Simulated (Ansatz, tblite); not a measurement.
# Ge20H28 off sphere (Ge19PH28+): one state, many levels

One table from this session's results is given with a row withheld; the runs are named, their logs left out.

Method: as each input shows; program: Ansatz 0.2.0, Gaussian basis.

The runs, in order: GFN1-xTB, GFN2-xTB, PBE-D4/def2-TZVP, r2SCAN-D4/def2-TZVP, BHLYP-D4/def2-TZVP, PBE-D4/def2-SVP, PBE0-D4/def2-SVP, HF/6-31G, B3LYP-D4/6-31G, MP2/def2-SVP.

1 further run of the same task is left out (set aside as unsound or not needed). Runs told in other sessions of the task aren't counted.

## The geometry

The singlet was relaxed beforehand with PBE-D4/def2-SVP.

48 atoms, charge 1, spin multiplicity 1.

Bond lengths: Ge1–Ge12 2.456 Å, Ge1–Ge13 2.448 Å, Ge1–H21 1.556 Å, Ge1–H22 1.553 Å, Ge2–Ge11 2.448 Å, Ge2–Ge15 2.446 Å, Ge2–H23 1.554 Å, Ge2–H24 1.553 Å, Ge3–Ge14 2.451 Å, Ge3–Ge16 2.447 Å, Ge3–H25 1.553 Å, Ge3–H26 1.552 Å, P4–Ge12 2.380 Å, P4–Ge17 2.370 Å, P4–Ge18 2.367 Å, P4–H27 1.433 Å, Ge5–Ge14 2.453 Å, Ge5–Ge17 2.452 Å and more. Angles: Ge12–Ge1–Ge13 113.4°, Ge12–Ge1–H21 107.6°, Ge12–Ge1–H22 103.8°, Ge13–Ge1–H21 111.3°, Ge13–Ge1–H22 111.2°, H21–Ge1–H22 109.2°, Ge11–Ge2–Ge15 113.3°, Ge11–Ge2–H23 107.9°, Ge11–Ge2–H24 107.3°, Ge15–Ge2–H23 109.3°, Ge15–Ge2–H24 110.0°, H23–Ge2–H24 108.9°, Ge14–Ge3–Ge16 108.4°, Ge14–Ge3–H25 108.5°, Ge14–Ge3–H26 109.1°, Ge16–Ge3–H25 110.6°, Ge16–Ge3–H26 110.7°, H25–Ge3–H26 109.6° and more.

The ion is computed in the gas phase, without counter-ions or solvent.

PBE0-D4/def2-TZVP was run before; its log isn't repeated, and its numbers join the tables.

The first run:

Tight binding, by tblite at 300 K electronic temperature and without a spin-polarisation term:

```python
tblite.interface.Calculator('GFN1-xTB', numbers, positions, charge=1, uhf=0).singlepoint()
```

Tight binding, by tblite at 300 K electronic temperature and without a spin-polarisation term:

```python
tblite.interface.Calculator('GFN2-xTB', numbers, positions, charge=1, uhf=0).singlepoint()
```

start.molden holds the orbitals of an earlier run on this state, given as this run's starting guess.

Input file in.yaml:

```yaml
crystal:
  periodic: [false, false, false]
  atoms:
    - {symbol: Ge, position_ang: [-3.953507, 2.213890, -0.403547]}
    - {symbol: Ge, position_ang: [-1.445689, -3.305888, 2.890667]}
    - {symbol: Ge, position_ang: [1.789188, -3.618844, -0.348118]}
    - {symbol: P, position_ang: [-1.034728, 1.996343, -2.967941]}
    - {symbol: Ge, position_ang: [1.691259, -0.717271, -3.047556]}
    - {symbol: Ge, position_ang: [-1.072408, -0.773238, -0.236683]}
    - {symbol: Ge, position_ang: [-1.208672, 1.931752, 2.659799]}
    - {symbol: Ge, position_ang: [1.744899, -0.776415, 2.531170]}
    - {symbol: Ge, position_ang: [1.692083, 2.096862, -0.254377]}
    - {symbol: Ge, position_ang: [4.567699, -0.712095, -0.279627]}
    - {symbol: Ge, position_ang: [-2.642938, -1.977523, 1.219389]}
    - {symbol: Ge, position_ang: [-2.487399, 0.670410, -1.628171]}
    - {symbol: Ge, position_ang: [-2.845897, 3.315866, 1.480914]}
    - {symbol: Ge, position_ang: [0.297485, -2.203433, -1.681949]}
    - {symbol: Ge, position_ang: [0.303897, -2.051063, 4.051964]}
    - {symbol: Ge, position_ang: [3.148102, -2.172425, 1.083477]}
    - {symbol: Ge, position_ang: [0.257397, 0.683529, -4.459029]}
    - {symbol: Ge, position_ang: [0.304538, 3.492496, -1.715411]}
    - {symbol: Ge, position_ang: [3.136597, 0.712023, -1.674390]}
    - {symbol: Ge, position_ang: [0.298688, 0.683258, 1.180021]}
    - {symbol: H, position_ang: [-4.501994, 3.252643, -1.424011]}
    - {symbol: H, position_ang: [-5.120244, 1.310686, 0.081857]}
    - {symbol: H, position_ang: [-2.484561, -3.816833, 3.927629]}
    - {symbol: H, position_ang: [-0.826224, -4.525064, 2.154828]}
    - {symbol: H, position_ang: [2.691663, -4.431991, -1.316108]}
    - {symbol: H, position_ang: [0.934483, -4.592519, 0.507272]}
    - {symbol: H, position_ang: [-1.867357, 2.824431, -3.789398]}
    - {symbol: H, position_ang: [2.559937, -1.530771, -4.054331]}
    - {symbol: H, position_ang: [-1.948777, 0.876829, 3.529724]}
    - {symbol: H, position_ang: [-0.360791, 2.842743, 3.591125]}
    - {symbol: H, position_ang: [2.684435, 0.148790, 3.365341]}
    - {symbol: H, position_ang: [2.534563, 3.107931, 0.579343]}
    - {symbol: H, position_ang: [5.494119, -1.532928, -1.218452]}
    - {symbol: H, position_ang: [5.426123, 0.208397, 0.630401]}
    - {symbol: H, position_ang: [-3.562566, -2.858011, 0.327560]}
    - {symbol: H, position_ang: [-3.515313, -0.880644, 1.897210]}
    - {symbol: H, position_ang: [-3.239122, -0.100874, -2.757678]}
    - {symbol: H, position_ang: [-3.958579, 3.773238, 2.463600]}
    - {symbol: H, position_ang: [-2.123608, 4.576062, 0.928843]}
    - {symbol: H, position_ang: [-0.639730, -3.018703, -2.623865]}
    - {symbol: H, position_ang: [1.185273, -3.034096, 4.871160]}
    - {symbol: H, position_ang: [-0.361351, -1.039664, 5.026214]}
    - {symbol: H, position_ang: [4.057019, -3.060060, 1.985331]}
    - {symbol: H, position_ang: [-0.835606, -0.052998, -5.278423]}
    - {symbol: H, position_ang: [0.978369, 1.743926, -5.334392]}
    - {symbol: H, position_ang: [1.060644, 4.280663, -2.818398]}
    - {symbol: H, position_ang: [-0.753444, 4.397636, -1.030557]}
    - {symbol: H, position_ang: [3.952063, 1.642956, -2.622438]}
basis:
  gaussian: {orbitals: def2-TZVP, fitting: {mean_field: def2-universal-jkfit}, initial_orbitals: start.molden}
total_charge: 1
hamiltonian: {xc: pbe, dispersion: d4}
scf: {omitted_lower_state_checks: [starts]}
output: {forces: true, orbitals: {seedname: orbitals}}
```

Launch:

```bash
ansatz run in.yaml --threads 11 --pin off --events-out ev --progress --plain --max-ram 174080MiB --backend cuda --devices 0, --max-vram 75GiB
```

Steps of the session up to this table: PBE-D4/def2-TZVP; r2SCAN-D4/def2-TZVP; BHLYP-D4/def2-TZVP; PBE-D4/def2-SVP; PBE0-D4/def2-SVP; HF/6-31G; B3LYP-D4/6-31G; MP2/def2-SVP.

One of the session's tables, all rows but one given; the rest of the session is left out.

| level | HOMO (eV) | LUMO (eV) | gap (eV) |
| --- | --- | --- | --- |
| HF/6-31G | -11.47 | -1.46 | 10.01 |
| PBE-D4/def2-SVP | -8.68 | -5.00 | 3.68 |
| PBE-D4/def2-TZVP | ? | ? | ? |
| r2SCAN-D4/def2-TZVP | -8.92 | -4.89 | 4.03 |
| B3LYP-D4/6-31G | -9.34 | -4.44 | 4.90 |
| PBE0-D4/def2-SVP | -9.60 | -4.32 | 5.27 |
| PBE0-D4/def2-TZVP | -9.57 | -4.33 | 5.24 |
| BHLYP-D4/def2-TZVP | -10.35 | -3.49 | 6.87 |

Estimate the missing values for PBE-D4/def2-TZVP.

As computed: HOMO (eV): -8.69; LUMO (eV): -5.03; gap (eV): 3.66. In the column «HOMO (eV)» it lies between r2SCAN-D4/def2-TZVP (-8.92) and PBE-D4/def2-SVP (-8.68).
